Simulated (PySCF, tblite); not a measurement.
# C5H8O3+ (doublet): geometry, infrared bands and EPR parameters

Wanted: the infrared bands and EPR parameters of C5H8O3+ (doublet) (`CC[C@@H]1COC(=[O+])O1`), by calculation.

The runs use tblite 0.8.0 and PySCF 2.14.0, with density-fitted response routines of our own; the level of theory stands in each step. All values are computed, except where a source is named. Atoms are numbered from 0 throughout.

**1. Starting geometry**

16 atoms, charge 1, multiplicity 2; geometry from: force field or distance geometry start.

Bonds of the start (Å): C0–C1 1.51, C1–C2 1.53, C2–C3 1.48, C3–O4 1.41, O4–C5 1.37, C5–O6 1.22, C5–O7 1.36, O7–C2 1.43, C0–H8 1.09, C0–H9 1.11, C0–H10 1.10, C1–H11 1.10, C1–H12 1.12, C2–H13 1.10, C3–H14 1.10, C3–H15 1.08.

**2. Relaxing the molecule with GFN2-xTB**

Job settings and geometry (Å):

```
{"job": {"kind": "relax", "xc": "GFN2-xTB", "basis": "xTB"}, "charge": 1, "multiplicity": 2}
C     -2.188600     0.342300    -0.103100
C     -1.028500    -0.559800     0.224400
C      0.293700    -0.049800    -0.348600
C      1.462200    -0.910000    -0.039900
O      2.543300    -0.006100    -0.076700
C      2.022700     1.223200     0.218800
O      2.697200     2.218100     0.453200
O      0.667300     1.196500     0.235200
H     -2.047800     1.345700     0.310900
H     -3.126700    -0.062900     0.322200
H     -2.329500     0.431300    -1.187400
H     -1.231800    -1.574900    -0.144100
H     -0.951400    -0.627600     1.336300
H      0.192100     0.105600    -1.437100
H      1.422100    -1.344700     0.975200
H      1.596200    -1.717900    -0.750700
```

Started as:

```sh
$ OMP_NUM_THREADS=1 python probes_run.py task.json out
```

This one command runs all jobs of the session in turn.

**Question.** This job is followed by: GFN2-xTB harmonic vibrations, gas phase; UKS B3LYP, pcH-1 on C H O, non-relativistic, mean-field spin-orbit, GIAO. What will the session give for the following? strongest single infrared mode (GFN2-xTB); zero-point energy (GFN2-xTB); g(iso) (B3LYP); ⟨S²⟩; largest a(iso) (averaged by class).

The runs gave:

| quantity | value |
| --- | --- |
| strongest single infrared mode (GFN2-xTB) | 1322 cm⁻¹, 677 km/mol |
| zero-point energy (GFN2-xTB) | 76.0 kcal/mol |
| g(iso) (B3LYP) | 2.00882 |
| ⟨S²⟩ | 0.754 (exact 0.75) |
| largest a(iso) (averaged by class) | 1H on H13, 220.7 MHz |

What this shows: The optimisation took 81 steps and gained 0.448 eV; among the close pairs (by a distance rule), C5–O6 changed most, from 1.225 to 1.172 Å. All 42 modes are real, so the xTB geometry is a minimum. The strongest single mode, at 1322 cm⁻¹, moves mainly H10 and H9. Unscaled tight-binding wavenumbers are off by several per cent, some by more. Its intensities can rank the bands wrongly. O7 carries the largest spin population, 0.31 e. The isotropic g lies 6.5 ppt above the free-electron value. The conformer search found further structures of the same energy, which may be mirror or relabelled copies of this one.
